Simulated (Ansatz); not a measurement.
# C7H9F9O4Ti: a ladder of functionals and wavefunction methods

An exercise on one series of results from a longer session: the logs are not shown, and one member is left open.

Program: Ansatz 0.2.0, Gaussian basis. Level of theory: functionals in def2-TZVPP, the program's frozen cores in correlated methods. These are calculated values, not measurements.

The runs, in order: LDA (SPW92), PBE-D4, revPBE-D4, BLYP-D4, r2SCAN-D4, B97M-V, PBE0-D4, B3LYP-D4, r2SCANh-D4, r2SCAN0-D4, HSE06-D4, BHLYP-D4, CAM-B3LYP-D4, LC-ωPBE, ωB97X-V, ωB97M-V, B2PLYP, PBE-QIDH; CCSD(T)/def2-SVP; MP2/def2-TZVPP; MP2/def2-QZVPP; RPA on PBE.

## Structure used throughout

All runs share one geometry, relaxed beforehand with PBE0-D4 in a triple-zeta def2 set.

SMILES `C[O][Ti]([O]CC(F)(F)F)([O]CC(F)(F)F)[O]CC(F)(F)F`, 30 atoms, charge 0, spin multiplicity 1.

Atoms are counted from 1 here; the program's logs count them from 0.

Bond lengths: C1–O2 1.393 Å, C1–H22 1.093 Å, C1–H23 1.093 Å, C1–H24 1.094 Å, O2–Ti3 1.747 Å, Ti3–O4 1.799 Å, Ti3–O10 1.809 Å, Ti3–O16 1.807 Å, O4–C5 1.376 Å, C5–C6 1.516 Å, C5–H25 1.096 Å, C5–H26 1.096 Å, C6–F7 1.338 Å, C6–F8 1.336 Å, C6–F9 1.339 Å, O10–C11 1.377 Å, C11–C12 1.516 Å, C11–H27 1.097 Å and more. Angles: O2–C1–H22 110.1°, O2–C1–H23 109.8°, O2–C1–H24 109.6°, H22–C1–H23 109.4°, H22–C1–H24 108.9°, H23–C1–H24 109.0°, C1–O2–Ti3 166.6°, O2–Ti3–O4 111.0°, O2–Ti3–O10 107.1°, O2–Ti3–O16 111.3°, O4–Ti3–O10 109.9°, O4–Ti3–O16 108.0°, O10–Ti3–O16 109.6°, Ti3–O4–C5 148.1°, O4–C5–C6 111.4°, O4–C5–H25 112.1°, O4–C5–H26 110.4°, C6–C5–H25 107.2° and more.

Coordinates:

```mol
C7H9F9O4Ti
  3D, bonds by distance, orders not assigned

 30 29  0  0  0  0  0  0  0  0999 V2000
   -2.6131    0.4052    0.4229 C   0  0
   -1.2362    0.1965    0.4070 O   0  0
    0.3847   -0.4370    0.2599 Ti  0  0
    0.5736   -1.3731   -1.2647 O   0  0
    0.5320   -1.3856   -2.6403 C   0  0
   -0.8955   -1.4012   -3.1509 C   0  0
   -0.9016   -1.4409   -4.4884 F   0  0
   -1.5768   -2.4609   -2.7068 F   0  0
   -1.5725   -0.3093   -2.7736 F   0  0
    1.5109    0.9785    0.2556 O   0  0
    1.4860    2.3341    0.0126 C   0  0
    1.4604    2.6157   -1.4767 C   0  0
    2.5401    2.1356   -2.0998 F   0  0
    1.4080    3.9323   -1.7012 F   0  0
    0.3891    2.0580   -2.0605 F   0  0
    0.7909   -1.5299    1.6410 O   0  0
    0.8678   -1.6856    3.0043 C   0  0
   -0.1971   -0.8882    3.7313 C   0  0
   -0.0729   -1.0462    5.0529 F   0  0
   -0.0988    0.4222    3.4657 F   0  0
   -1.4329   -1.2674    3.3891 F   0  0
   -3.0720   -0.0525   -0.4572 H   0  0
   -3.0445   -0.0323    1.3272 H   0  0
   -2.8223    1.4786    0.4129 H   0  0
    1.0223   -0.5077   -3.0764 H   0  0
    1.0210   -2.2859   -3.0288 H   0  0
    0.6016    2.8169    0.4464 H   0  0
    2.3808    2.8172    0.4203 H   0  0
    1.8374   -1.3505    3.3927 H   0  0
    0.7296   -2.7366    3.2833 H   0  0
  1  2  8  0
  2  3  8  0
  3  4  8  0
  4  5  8  0
  5  6  8  0
  6  7  8  0
  6  8  8  0
  6  9  8  0
  3 10  8  0
 10 11  8  0
 11 12  8  0
 12 13  8  0
 12 14  8  0
 12 15  8  0
  3 16  8  0
 16 17  8  0
 17 18  8  0
 18 19  8  0
 18 20  8  0
 18 21  8  0
  1 22  8  0
  1 23  8  0
  1 24  8  0
  5 25  8  0
  5 26  8  0
 11 27  8  0
 11 28  8  0
 17 29  8  0
 17 30  8  0
M  END
```

Set-up of the first run:

in.yaml reads:

```yaml
crystal:
  periodic: [false, false, false]
  atoms:
    - {symbol: C, position_ang: [-2.613142, 0.405243, 0.422876]}
    - {symbol: O, position_ang: [-1.236154, 0.196530, 0.407014]}
    - {symbol: Ti, position_ang: [0.384711, -0.437046, 0.259855]}
    - {symbol: O, position_ang: [0.573645, -1.373128, -1.264725]}
    - {symbol: C, position_ang: [0.531985, -1.385584, -2.640273]}
    - {symbol: C, position_ang: [-0.895509, -1.401155, -3.150852]}
    - {symbol: F, position_ang: [-0.901640, -1.440910, -4.488387]}
    - {symbol: F, position_ang: [-1.576780, -2.460947, -2.706806]}
    - {symbol: F, position_ang: [-1.572524, -0.309324, -2.773583]}
    - {symbol: O, position_ang: [1.510888, 0.978540, 0.255609]}
    - {symbol: C, position_ang: [1.485980, 2.334069, 0.012597]}
    - {symbol: C, position_ang: [1.460361, 2.615729, -1.476670]}
    - {symbol: F, position_ang: [2.540069, 2.135624, -2.099785]}
    - {symbol: F, position_ang: [1.407990, 3.932340, -1.701176]}
    - {symbol: F, position_ang: [0.389137, 2.058022, -2.060458]}
    - {symbol: O, position_ang: [0.790926, -1.529866, 1.641014]}
    - {symbol: C, position_ang: [0.867813, -1.685610, 3.004281]}
    - {symbol: C, position_ang: [-0.197123, -0.888250, 3.731304]}
    - {symbol: F, position_ang: [-0.072856, -1.046237, 5.052918]}
    - {symbol: F, position_ang: [-0.098806, 0.422167, 3.465690]}
    - {symbol: F, position_ang: [-1.432880, -1.267353, 3.389108]}
    - {symbol: H, position_ang: [-3.072011, -0.052520, -0.457208]}
    - {symbol: H, position_ang: [-3.044496, -0.032333, 1.327213]}
    - {symbol: H, position_ang: [-2.822292, 1.478607, 0.412919]}
    - {symbol: H, position_ang: [1.022277, -0.507652, -3.076367]}
    - {symbol: H, position_ang: [1.020959, -2.285903, -3.028823]}
    - {symbol: H, position_ang: [0.601647, 2.816868, 0.446434]}
    - {symbol: H, position_ang: [2.380841, 2.817163, 0.420336]}
    - {symbol: H, position_ang: [1.837356, -1.350471, 3.392658]}
    - {symbol: H, position_ang: [0.729598, -2.736594, 3.283300]}
basis:
  gaussian: {orbitals: def2-TZVPP}
hamiltonian: {xc: lda}
output: {orbitals: {seedname: orbitals}}
```

Steps of the session up to this table: LDA; PBE-D4 (GGA); revPBE-D4 (GGA); BLYP-D4 (GGA); r2SCAN-D4 (meta-GGA); B97M-V (meta-GGA); PBE0-D4 (hybrid); B3LYP-D4 (hybrid); r2SCANh-D4 (hybrid); r2SCAN0-D4 (hybrid); HSE06-D4 (hybrid); BHLYP-D4 (hybrid); CAM-B3LYP-D4 (range-separated); LC-ωPBE (range-separated); ωB97X-V (range-separated); ωB97M-V (range-separated); B2PLYP (double hybrid); PBE-QIDH (double hybrid).

One of the session's tables, all rows but one given; the rest of the session is left out.

It belongs to the step «Orbital energies across the functionals». 

| functional | HOMO (eV) | LUMO (eV) | gap (eV) |
| --- | --- | --- | --- |
| LDA (SPW92) | -7.02 | -2.67 | 4.35 |
| PBE-D4 | -6.83 | -2.43 | 4.40 |
| revPBE-D4 | -6.75 | -2.34 | 4.41 |
| BLYP-D4 | -6.75 | -2.34 | 4.41 |
| r2SCAN-D4 | -7.20 | -2.40 | 4.80 |
| B97M-V | -7.33 | -2.46 | 4.87 |
| PBE0-D4 | -8.42 | -1.54 | 6.88 |
| B3LYP-D4 | -8.19 | -1.81 | 6.37 |
| r2SCANh-D4 | -7.79 | -2.06 | 5.73 |
| r2SCAN0-D4 | -8.69 | -1.51 | 7.18 |
| HSE06-D4 | -8.02 | -1.92 | 6.10 |
| BHLYP-D4 | -9.99 | -0.45 | 9.54 |
| CAM-B3LYP-D4 | -9.87 | -0.44 | 9.42 |
| LC-ωPBE | ? | ? | ? |
| ωB97X-V | -10.84 | 0.68 | 11.52 |
| ωB97M-V | -10.78 | 0.65 | 11.43 |

Q: Estimate the row for LC-ωPBE from the others.

As computed: HOMO (eV): -11.14; LUMO (eV): 0.73; gap (eV): 11.87. In the column «HOMO (eV)» it is the lowest.
